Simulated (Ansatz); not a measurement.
## GaSb3 in Ansatz: the effect of functional

GaSb3:

```
Sb Ga
1.0
     0.00000    3.70556    3.70556
     3.70556    0.00000    3.70556
     3.70556    3.70556    0.00000
Sb Ga
3 1
Direct
  0.50000 0.50000 0.50000
  0.75000 0.75000 0.75000
  0.25000 0.25000 0.25000
  0.00000 0.00000 0.00000
```

The cell comes from a database or a generator and needn't be the stable form of this composition.

The cell isn't the ideal one: volume scaled by 0.98.

Alike in all runs:

| Quantity | Value |
| --- | --- |
| Program | Ansatz 0.2.0 |
| Task | single point |
| Potentials or basis | Ansatz PAW |
| k mesh | 6 × 6 × 6 |
| Occupations | fermi-dirac, width 0.05 eV |
| Spin | no spin polarisation |

Problem. One run gave: pressure -3.6 GPa. Which functional did it use?
A. r2SCAN
B. PBE
C. LDA

Solution. C.

```csv
functional,cutoff,pressure (GPa)
LDA,420 eV (not typed: the program's choice for these potentials),-3.6
r2SCAN,500 eV (not typed: the program's choice for these potentials),-0.5
PBE,420 eV (not typed: the program's choice for these potentials),0.5
```

Caveats: the PAW data sets come from PBE, with cores solved anew for the run's functional, which leaves a small shift of forces and pressure (some runs).
